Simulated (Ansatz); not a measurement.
# Cl₃HSeSn: one species, many methods

The task here is to estimate one member of a computed series from the others.

The runs use Ansatz 0.2.0, Gaussian basis; functionals in def2-TZVPP, the program's frozen cores in correlated methods.

Levels to be run: LDA (SPW92), PBE-D4, revPBE-D4, BLYP-D4, r2SCAN-D4, B97M-V, PBE0-D4, B3LYP-D4, r2SCANh-D4, r2SCAN0-D4, HSE06-D4, BHLYP-D4, CAM-B3LYP-D4, LC-ωPBE, ωB97X-V, ωB97M-V, B2PLYP, PBE-QIDH; CCSD(T)/def2-SVP; CCSD(T)/def2-TZVPP; MP2/def2-QZVPP; extrapolation to the limit; RPA on PBE.

### The relaxed structure

All runs share one geometry, relaxed beforehand with PBE0-D4 in a triple-zeta def2 set. Sn takes the def2 core potential; no spin-orbit term is included.

6 atoms, charge 0, spin multiplicity 1.

Atoms are counted from 1 here; the program's logs count them from 0.

Bond lengths: Cl1–Sn2 2.303 Å, Sn2–Cl3 2.300 Å, Sn2–Cl4 2.303 Å, Sn2–Se5 2.493 Å, Se5–H6 1.471 Å. Angles: Cl1–Sn2–Cl3 108.3°, Cl1–Sn2–Cl4 105.9°, Cl1–Sn2–Se5 112.9°, Cl3–Sn2–Cl4 108.3°, Cl3–Sn2–Se5 108.4°, Cl4–Sn2–Se5 112.9°, Sn2–Se5–H6 89.8°.

Coordinates:

```
Cl   -1.14013   -1.48733    1.49650
Sn    0.25953   -0.41007    0.01793
Cl    2.42208   -1.04406    0.47566
Cl   -0.30003   -1.20378   -2.07077
Se    0.11628    2.07314    0.18292
H    -1.31563    2.00810   -0.14844
```

The first run:

in.yaml reads:

```yaml
crystal:
  periodic: [false, false, false]
  atoms:
    - {symbol: Cl, position_ang: [-1.140132, -1.487330, 1.496502]}
    - {symbol: Sn, position_ang: [0.259529, -0.410074, 0.017927]}
    - {symbol: Cl, position_ang: [2.422076, -1.044061, 0.475662]}
    - {symbol: Cl, position_ang: [-0.300029, -1.203775, -2.070773]}
    - {symbol: Se, position_ang: [0.116280, 2.073141, 0.182924]}
    - {symbol: H, position_ang: [-1.315625, 2.008100, -0.148441]}
basis:
  gaussian: {orbitals: def2-TZVPP}
hamiltonian: {xc: lda}
output: {orbitals: {seedname: orbitals}}
```

Launch:

```console
> ansatz run in.yaml --threads 4 --pin off --events-out ev --progress --plain --max-ram 11315MiB
```

Steps of the session up to this table: LDA; PBE-D4 (GGA); revPBE-D4 (GGA); BLYP-D4 (GGA); r2SCAN-D4 (meta-GGA); B97M-V (meta-GGA); PBE0-D4 (hybrid); B3LYP-D4 (hybrid); r2SCANh-D4 (hybrid); r2SCAN0-D4 (hybrid); HSE06-D4 (hybrid); BHLYP-D4 (hybrid); CAM-B3LYP-D4 (range-separated); LC-ωPBE (range-separated); ωB97X-V (range-separated); ωB97M-V (range-separated); B2PLYP (double hybrid); PBE-QIDH (double hybrid).

One of the session's tables, all rows but one given; the rest of the session is left out.

It belongs to the step «Orbital energies across the functionals». 

```
  functional  HOMO (eV)  LUMO (eV)  gap (eV)
 LDA (SPW92)      -7.01      -4.08      2.93
      PBE-D4      -6.86      -3.77      3.08
   revPBE-D4      -6.80      -3.68      3.13
     BLYP-D4      -6.67      -3.70      2.98
   r2SCAN-D4      -7.17      -3.65      3.53
      B97M-V      -7.23      -3.48      3.75
     PBE0-D4      -8.06      -2.94      5.12
    B3LYP-D4      -7.80      -3.21      4.59
  r2SCANh-D4      -7.61      -3.34      4.27
  r2SCAN0-D4      -8.27      -2.87      5.40
    HSE06-D4      -7.66      -3.31      4.36
    BHLYP-D4      -9.09      -2.00      7.09
CAM-B3LYP-D4      -9.36      -1.97      7.39
     LC-ωPBE          ?          ?         ?
     ωB97X-V     -10.39      -0.88      9.51
     ωB97M-V     -10.23      -0.96      9.27
```

Estimate the missing values for LC-ωPBE.

As computed: HOMO (eV): -10.76; LUMO (eV): -0.80; gap (eV): 9.96. In the column «HOMO (eV)» it is the lowest.
